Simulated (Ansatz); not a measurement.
# AlHCl₂ + NH₃: a complex and its separated parts, part 2 of 2

Ansatz 0.2.0, Gaussian basis. The steps go on from the part before.

## 14. wB97X-V/def2-TZVPP

The inputs:

parta/in.yaml

```yaml
crystal:
  periodic: [false, false, false]
  atoms:
    - {symbol: Al, position_ang: [-0.706919, -0.268709, -1.038325]}
    - {symbol: Cl, position_ang: [-0.328442, -2.285420, -0.684519]}
    - {symbol: Cl, position_ang: [-2.328008, 0.611984, -0.072924]}
    - {symbol: H, position_ang: [0.201312, 0.561612, -2.002532]}
basis:
  gaussian: {orbitals: def2-TZVPP}
hamiltonian: {xc: {name: wB97X-V}}
```

partb/in.yaml

```yaml
crystal:
  periodic: [false, false, false]
  atoms:
    - {symbol: N, position_ang: [0.634227, 0.285098, 0.722834]}
    - {symbol: H, position_ang: [1.421821, 0.877498, 0.490361]}
    - {symbol: H, position_ang: [0.097349, 0.769258, 1.431798]}
    - {symbol: H, position_ang: [1.008561, -0.551520, 1.153208]}
basis:
  gaussian: {orbitals: def2-TZVPP}
hamiltonian: {xc: {name: wB97X-V}}
```

One command serves all of them, each in its own folder.

On the command line:

```
> ansatz run in.yaml --threads 4 --pin off --events-out ev --progress --plain --max-ram 9574MiB
```

parta printed, shortened:

```text
Functional definition: wB97X-V
  name "wB97X-V"
  cite "Mardirossian & Head-Gordon, Phys. Chem. Chem. Phys. 16, 9904 (2014) doi:10.1039/C3CP54374A"
  cite "Becke, J. Chem. Phys. 107, 8554 (1997) doi:10.1063/1.475007"
  cite "Vydrov & Van Voorhis, J. Chem. Phys. 133, 244103 (2010) doi:10.1063/1.3521275"
[...]
      + integral(e_c_pw_opposite_spin*poly(b97_u_opposite, cos0, cos1)) + vv10(b, c)
967 factors; their error is unknown
166 factors; integrals over basis functions are off by at most 3.6e-5 eV
[...]
mean field -31658.40652042 eV, -1163.4249807868 hartree, gradient 4.7e-5 eV, S^2 0.000000; 0 other end points of the search recorded, 0 dependent functions left out
reference -31658.40651870 eV, -1163.4249807235 hartree; 24, 24 occupied and 116, 116 virtual orbitals, 967 factors
Total energy: -31658.40651870 eV, -1163.4249807235 hartree
```

partb printed, shortened:

```text
[... 5 set-up lines as earlier in the session ...]
[...]
      + integral(e_c_pw_opposite_spin*poly(b97_u_opposite, cos0, cos1)) + vv10(b, c)
332 factors; their error is unknown
93 factors; integrals over basis functions are off by at most 8.0e-6 eV
[...]
mean field -1539.14323465 eV, -56.5624706047 hartree, gradient 1.3e-5 eV, S^2 0.000000; 0 other end points of the search recorded, 0 dependent functions left out
reference -1539.14323355 eV, -56.5624705642 hartree; 5, 5 occupied and 68, 68 virtual orbitals, 332 factors
Total energy: -1539.14323355 eV, -56.5624705642 hartree
```

They took 2.4 s (parta), 0.45 s (partb) on 4 threads of Arm Neoverse V2, shared host.

## 15. wB97M-V/def2-TZVPP

The same edit goes into each in.yaml of step 14 (parta, partb):

```diff
-hamiltonian: {xc: {name: wB97X-V}}
+hamiltonian: {xc: {name: wB97M-V}}
```

One command serves all of them, each in its own folder.

On the command line:

```
> ansatz run in.yaml --threads 4 --pin off --events-out ev --progress --plain --max-ram 9574MiB
```

Output in parta, shortened:

```text
Functional definition: wB97M-V
  name "wB97M-V"
  cite "Mardirossian & Head-Gordon, J. Chem. Phys. 144, 214110 (2016) doi:10.1063/1.4952647"
[... 2 set-up lines as earlier in the session ...]
  # Of w^i u^j: cxij and so on, Table III.
[...]
  gx(w, u) = 1 - cx + cx01*u + cx10*w
[...]
      + integral(e_c_pw_mod_opposite_spin*gos(b97_w_opposite, b97_u_opposite)) + vv10(b, c)
951 factors; their error is unknown
166 factors; integrals over basis functions are off by at most 3.6e-5 eV
[...]
mean field -31661.56596896 eV, -1163.5410883790 hartree, gradient 4.7e-5 eV, S^2 0.000000; 0 other end points of the search recorded, 0 dependent functions left out
reference -31661.56601099 eV, -1163.5410899235 hartree; 24, 24 occupied and 116, 116 virtual orbitals, 951 factors
Total energy: -31661.56601099 eV, -1163.5410899235 hartree
```

Output in partb, shortened:

```text
[... 5 set-up lines as earlier in the session ...]
  # Of w^i u^j: cxij and so on, Table III.
[...]
  gx(w, u) = 1 - cx + cx01*u + cx10*w
[...]
      + integral(e_c_pw_mod_opposite_spin*gos(b97_w_opposite, b97_u_opposite)) + vv10(b, c)
332 factors; their error is unknown
93 factors; integrals over basis functions are off by at most 8.0e-6 eV
[...]
mean field -1538.84211174 eV, -56.5514045416 hartree, gradient 5.5e-5 eV, S^2 0.000000; 0 other end points of the search recorded, 0 dependent functions left out
reference -1538.84213861 eV, -56.5514055292 hartree; 5, 5 occupied and 68, 68 virtual orbitals, 332 factors
Total energy: -1538.84213861 eV, -56.5514055292 hartree
```

Wall times: 2.7 s (parta), 0.45 s (partb) on 4 threads of Arm Neoverse V2, shared host.

## 16. B2PLYP/def2-TZVPP

Each input of step 15 (parta, partb) changes in the same lines:

```diff
-hamiltonian: {xc: {name: wB97M-V}}
+hamiltonian: {xc: {name: B2PLYP}}
```

One command serves all of them, each in its own folder.

On the command line:

```
> ansatz run in.yaml --threads 4 --pin off --events-out ev --progress --plain --max-ram 9574MiB
```

Log of parta, shortened:

```text
Functional definition: B2PLYP
  name "B2PLYP"
  cite "Grimme, J. Chem. Phys. 124, 034108 (2006) doi:10.1063/1.2148954"
[... 2 set-up lines as earlier in the session ...]
[...]
829 factors; integrals over basis functions are off by at most 1.9e-3 eV
[...]
mean field -31649.01803764 eV, -1163.0799604085 hartree, gradient 3.4e-6 eV, S^2 0.000000; 0 other end points of the search recorded, 0 dependent functions left out
15 core orbitals not correlated: weight in the atoms' cores, before any rotation towards them, 1.000 or more for the frozen orbitals, at most 0.000 for the correlated occupied ones
reference -31649.01819267 eV, -1163.0799661057 hartree; 9, 9 occupied and 116, 116 virtual orbitals, 829 factors
second order -14.87819187 eV of doubles, -0.00000000 eV of singles
Total energy: -31653.03530448 eV, -1163.2275922417 hartree
```

Log of partb, shortened:

```text
[... 5 set-up lines as earlier in the session ...]
[...]
416 factors; integrals over basis functions are off by at most 1.2e-3 eV
[...]
mean field -1536.38013348 eV, -56.4609285096 hartree, gradient 8.5e-6 eV, S^2 0.000000; 0 other end points of the search recorded, 0 dependent functions left out
1 core orbitals not correlated: weight in the atoms' cores, before any rotation towards them, 1.000 or more for the frozen orbitals, at most 0.000 for the correlated occupied ones
reference -1536.38022371 eV, -56.4609318253 hartree; 4, 4 occupied and 68, 68 virtual orbitals, 416 factors
second order -7.62100521 eV of doubles, -0.00000000 eV of singles
Total energy: -1538.43789511 eV, -56.5365498548 hartree
```

Times: 1.3 s (parta), 0.3 s (partb) on 4 threads of Arm Neoverse V2, shared host.

## 17. PBE-QIDH/def2-TZVPP

The same edit goes into each in.yaml of step 16 (parta, partb):

```diff
-hamiltonian: {xc: {name: B2PLYP}}
+hamiltonian: {xc: {name: PBE-QIDH}}
```

The same command starts each run, in its folder.

On the command line:

```
> ansatz run in.yaml --threads 4 --pin off --events-out ev --progress --plain --max-ram 9574MiB
```

parta printed, shortened:

```text
Functional definition: PBE-QIDH
  name "PBE-QIDH"
  cite "Brémond, Sancho-García, Pérez-Jiménez & Adamo, J. Chem. Phys. 141, 031101 (2014) doi:10.1063/1.4890314"
[... 1 set-up line as earlier in the session ...]
[...]
829 factors; integrals over basis functions are off by at most 1.9e-3 eV
[...]
mean field -31640.37254786 eV, -1162.7622445191 hartree, gradient 6.3e-6 eV, S^2 0.000000; 0 other end points of the search recorded, 0 dependent functions left out
15 core orbitals not correlated: weight in the atoms' cores, before any rotation towards them, 1.000 or more for the frozen orbitals, at most 0.000 for the correlated occupied ones
reference -31640.37255917 eV, -1162.7622449347 hartree; 9, 9 occupied and 116, 116 virtual orbitals, 829 factors
second order -13.79615813 eV of doubles, -0.00000000 eV of singles
Total energy: -31644.97127855 eV, -1162.9312447547 hartree
```

Output in partb, shortened:

```text
[... 4 set-up lines as earlier in the session ...]
[...]
416 factors; integrals over basis functions are off by at most 1.2e-3 eV
[...]
mean field -1535.33273020 eV, -56.4224371490 hartree, gradient 2.2e-6 eV, S^2 0.000000; 0 other end points of the search recorded, 0 dependent functions left out
1 core orbitals not correlated: weight in the atoms' cores, before any rotation towards them, 1.000 or more for the frozen orbitals, at most 0.000 for the correlated occupied ones
reference -1535.33273697 eV, -56.4224373976 hartree; 4, 4 occupied and 68, 68 virtual orbitals, 416 factors
second order -7.10227818 eV of doubles, -0.00000000 eV of singles
Total energy: -1537.70016303 eV, -56.5094387007 hartree
```

Wall times: 1.3 s (parta), 0.3 s (partb) on 4 threads of Arm Neoverse V2, shared host.

## 18. RPA on PBE/def2-TZVPP

Each input of step 17 (parta, partb) changes in the same lines:

```diff
-hamiltonian: {xc: {name: PBE-QIDH}}
+hamiltonian: {xc: pbe}
+correlation: {method: rpa}
```

The same command starts each run, in its folder.

On the command line:

```
> ansatz run in.yaml --threads 4 --pin off --events-out ev --progress --plain --max-ram 9574MiB
```

Log of parta, shortened:

```text
[... 4 set-up lines as earlier in the session ...]
[...]
829 factors; integrals over basis functions are off by at most 1.9e-3 eV
[...]
mean field -31649.10448399 eV, -1163.0831372530 hartree, gradient 1.1e-6 eV, S^2 0.000000; 0 other end points of the search recorded, 0 dependent functions left out
15 core orbitals not correlated: weight in the atoms' cores, before any rotation towards them, 1.000 or more for the frozen orbitals, at most 0.000 for the correlated occupied ones
reference -31609.95390028 eV, -1161.6443798389 hartree; 9, 9 occupied and 116, 116 virtual orbitals, 829 factors
Total energy: -31630.62056169 eV, -1162.4038656375 hartree
```

Output in partb, shortened:

```text
[... 4 set-up lines as earlier in the session ...]
[...]
416 factors; integrals over basis functions are off by at most 1.2e-3 eV
[...]
mean field -1537.73150373 eV, -56.5105904502 hartree, gradient 7.4e-6 eV, S^2 0.000000; 0 other end points of the search recorded, 0 dependent functions left out
1 core orbitals not correlated: weight in the atoms' cores, before any rotation towards them, 1.000 or more for the frozen orbitals, at most 0.000 for the correlated occupied ones
reference -1529.64069420 eV, -56.2132586841 hartree; 4, 4 occupied and 68, 68 virtual orbitals, 416 factors
Total energy: -1540.11754144 eV, -56.5982757189 hartree
```

They took 1.1 s (parta), 0.3 s (partb) on 4 threads of Arm Neoverse V2, shared host.

## 19. CCSD(T)/def2-TZVPP

Each input of step 18 (parta, partb) changes in the same lines:

```diff
-hamiltonian: {xc: pbe}
-correlation: {method: rpa}
+correlation: {method: ccsd_t}
```

The same command starts each run, in its folder.

On the command line:

```
> ansatz run in.yaml --threads 4 --pin off --events-out ev --progress --plain --max-ram 9574MiB
```

Output in parta, shortened:

```text
Functional definition: HF
  name "HF"
  cite "Fock, Z. Phys. 61, 126 (1930) doi:10.1007/BF01340294"
[... 1 set-up line as earlier in the session ...]
[...]
829 factors; integrals over basis functions are off by at most 1.9e-3 eV
[...]
mean field -31610.93439074 eV, -1161.6804121987 hartree, gradient 3.2e-6 eV, S^2 0.000000; 0 other end points of the search recorded, 0 dependent functions left out
15 core orbitals not correlated: weight in the atoms' cores, before any rotation towards them, 1.000 or more for the frozen orbitals, at most 0.000 for the correlated occupied ones
reference -31610.93439074 eV, -1161.6804121987 hartree; 9, 9 occupied and 116, 116 virtual orbitals, 829 factors
second order -12.21590451 eV of doubles, -0.00000000 eV of singles
cycle   1  -12.99235460 eV  change   -7.8e-1 eV  update   6.5e-2
[...]
cycle   8  -13.30736389 eV  change   -1.8e-5 eV  update   2.0e-5
perturbative correction -0.53283505 eV, -0.0195813269 hartree
Total energy: -31624.77458968 eV, -1162.1890301287 hartree
```

Log of partb, shortened:

```text
[... 4 set-up lines as earlier in the session ...]
[...]
416 factors; integrals over basis functions are off by at most 1.2e-3 eV
[...]
mean field -1529.85252801 eV, -56.2210434333 hartree, gradient 4.0e-6 eV, S^2 0.000000; 0 other end points of the search recorded, 0 dependent functions left out
1 core orbitals not correlated: weight in the atoms' cores, before any rotation towards them, 1.000 or more for the frozen orbitals, at most 0.000 for the correlated occupied ones
reference -1529.85252801 eV, -56.2210434333 hartree; 4, 4 occupied and 68, 68 virtual orbitals, 416 factors
second order -6.38826915 eV of doubles, -0.00000000 eV of singles
cycle   1  -6.57732777 eV  change   -1.9e-1 eV  update   3.9e-2
[...]
cycle   9  -6.72921670 eV  change    3.2e-6 eV  update   2.3e-6
perturbative correction -0.20701725 eV, -0.0076077438 hartree
Total energy: -1536.78876197 eV, -56.4759453297 hartree
```

Wall times: 1.8 s (parta), 0.3 s (partb) on 4 threads of Arm Neoverse V2, shared host.

## 20. Vibrations of AlHCl₂

vib-parta/in.yaml

```yaml
crystal:
  periodic: [false, false, false]
  atoms:
    - {symbol: Al, position_ang: [-0.706919, -0.268709, -1.038325]}
    - {symbol: Cl, position_ang: [-0.328442, -2.285420, -0.684519]}
    - {symbol: Cl, position_ang: [-2.328008, 0.611984, -0.072924]}
    - {symbol: H, position_ang: [0.201312, 0.561612, -2.002532]}
basis:
  gaussian: {orbitals: def2-TZVP}
hamiltonian: {xc: pbe0, dispersion: d4}
phonons: {temperatures: {t_min: 298.15, t_max: 900, t_step: 200}}
```

On the command line:

```
> ansatz run in.yaml --threads 4 --pin off --events-out ev --progress --plain --max-ram 9574MiB
```

Output, shortened:

```text
[... 5 set-up lines as earlier in the session ...]
[...]
859 factors; their error is unknown
[...]
mean field -31651.80877393 eV, -1163.1825180754 hartree, gradient 2.4e-5 eV, S^2 0.000000; 0 other end points of the search recorded, 0 dependent functions left out
[...]
Atom 1 at    -0.328442    -2.285420    -0.684519 Å, force     0.000137     0.000099    -0.000137 eV/Å
Atom 2 at    -2.328008     0.611984    -0.072924 Å, force     0.000115     0.000131    -0.000130 eV/Å
Atom 3 at     0.201312     0.561612    -2.002532 Å, force     0.000172     0.000157    -0.000182 eV/Å
Dipole moment:     0.123339     0.112759    -0.130941 e Å
Vibrations: 159.82 450.91 482.26 584.65 658.30 2014.40 cm⁻¹, zero-point energy 0.269687 eV
```

Run time: 5.5 s. Hardware: 4 threads of Arm Neoverse V2, shared host.

Wavenumbers and character of the modes:

```tsv
mode	wavenumber (cm⁻¹)	character
1	160	bend
2	451	out-of-plane bend
3	482	Al–Cl stretch
4	585	Al–Cl stretch
5	658	bend
6	2014	Al–H stretch
```

Vibrational sums (real modes only):

```tsv
T (K)	entropy (J/mol/K)	heat capacity (J/mol/K)
298	20.4	27.3
498	36.9	36.1
698	49.8	40.5
898	60.4	43.2
```

## 21. Vibrations of NH₃

vib-partb/in.yaml

```yaml
crystal:
  periodic: [false, false, false]
  atoms:
    - {symbol: N, position_ang: [0.634227, 0.285098, 0.722834]}
    - {symbol: H, position_ang: [1.421821, 0.877498, 0.490361]}
    - {symbol: H, position_ang: [0.097349, 0.769258, 1.431798]}
    - {symbol: H, position_ang: [1.008561, -0.551520, 1.153208]}
basis:
  gaussian: {orbitals: def2-TZVP}
hamiltonian: {xc: pbe0, dispersion: d4}
phonons: {temperatures: {t_min: 298.15, t_max: 900, t_step: 200}}
```

On the command line:

```
> ansatz run in.yaml --threads 4 --pin off --events-out ev --progress --plain --max-ram 9574MiB
```

Output, shortened:

```text
[... 5 set-up lines as earlier in the session ...]
[...]
287 factors; their error is unknown
[...]
mean field -1537.79931155 eV, -56.5130823416 hartree, gradient 1.8e-5 eV, S^2 0.000000; 0 other end points of the search recorded, 0 dependent functions left out
[...]
Atom 1 at     1.421821     0.877498     0.490361 Å, force     0.000205     0.000177    -0.000170 eV/Å
Atom 2 at     0.097349     0.769258     1.431798 Å, force    -0.000228    -0.000022     0.000400 eV/Å
Atom 3 at     1.008561    -0.551520     1.153208 Å, force    -0.000028    -0.000311     0.000339 eV/Å
Dipole moment:     0.195521     0.075053     0.283686 e Å
Vibrations: 1030.91 1669.52 1669.57 3502.39 3631.50 3631.50 cm⁻¹, zero-point energy 0.938275 eV
```

It took 1.3 s on 4 threads of Arm Neoverse V2, shared host.

The modes, with what each moves most:

```tsv
mode	wavenumber (cm⁻¹)	character
1	1031	bend
2	1670	bend
3	1670	bend
4	3502	N–H stretch
5	3632	N–H stretch
6	3632	N–H stretch
```

Vibrational sums (real modes only):

```tsv
T (K)	entropy (J/mol/K)	heat capacity (J/mol/K)
298	0.4	1.8
498	2.6	7.4
698	6.0	13.4
898	10.0	18.8
```

## 22. Complex less separated parts

The complex's own energies come from single points at the same levels.

Rows are in def2-TZVPP; times add the 3 runs of a level on a shared host, so small differences are noise.

Differences are taken before rounding.

```tsv
method	rung	complex less parts (kcal/mol)	from CCSD(T) (kcal/mol)	time
SPW92	LDA	-40.2	-5.3	1.4 s
PBE-D4	GGA	-34.4	+0.4	2.1 s
BLYP-D4	GGA	-32.5	+2.4	2.2 s
r2SCAN-D4	meta-GGA	-36.2	-1.4	5.2 s
B97M-V	meta-GGA	-35.1	-0.3	9.3 s
PBE0-D4	hybrid	-36.2	-1.4	3.4 s
B3LYP-D4	hybrid	-34.3	+0.5	3.2 s
r2SCAN0-D4	hybrid	-37.3	-2.4	6 s
BHLYP-D4	hybrid	-36.4	-1.6	3.2 s
CAM-B3LYP-D4	range-separated hybrid	-35.6	-0.8	3.6 s
wB97X-V	range-separated hybrid	-35.9	-1.1	8.3 s
wB97M-V	range-separated hybrid	-35.5	-0.6	9.7 s
B2PLYP	double hybrid	-33.1	+1.7	4.9 s
PBE-QIDH	double hybrid	-36.4	-1.6	4.9 s
RPA on PBE	RPA	-32.8	+2.0	4.4 s
Hartree-Fock	wavefunction	-32.3	+2.6	
MP2	wavefunction	-35.5	-0.6	
CCSD	wavefunction	-34.5	+0.3	
CCSD(T)	wavefunction	-34.8	0	44 s
```

Among the levels timed on like hardware and quicker than the yardstick, those that no quicker one beats, quickest first: SPW92 (1.4 s, -5.3 kcal/mol); PBE-D4 (2.1 s, +0.4 kcal/mol); B97M-V (9.3 s, -0.3 kcal/mol).

B97M-V reaches 0.3 kcal/mol from the reference in 9.3 s, where CCSD(T) took 44 s; the quickest level in the cost chart, SPW92, takes 1.4 s and misses by 5.3 kcal/mol.

The complex's zero-point energy, from a separate PBE0-D4 run, is 1.340 eV.

## 23. Outcome

The summary covers parts 1 to 2.

```
                              quantity           value
complex less parts, CCSD(T)/def2-TZVPP  -34.8 kcal/mol
                with zero-point energy  -31.8 kcal/mol
                 largest T1 diagnostic           0.008
```

At CCSD(T) the complex lies 34.8 kcal/mol below its parts. B97M-V is the best functional here (-0.3 kcal/mol from CCSD(T)); SPW92 is the worst (-5.3 kcal/mol). Mean unsigned error by rung: LDA 5.3, GGA 1.4, meta-GGA 0.8, hybrid 1.5, range-separated hybrid 0.8, double hybrid 1.7 kcal/mol. PBE-D4 gives a relative energy 0.4 kcal/mol too high, inside chemical accuracy (1 kcal/mol). The complex's frequency run has imaginary modes: the structure is no minimum, so both the energy and the zero-point correction are in doubt. No counterpoise was applied, and triple zeta lacks some correlation, so the CCSD(T) reference has a basis error of its own, and close matches with it are partly luck.
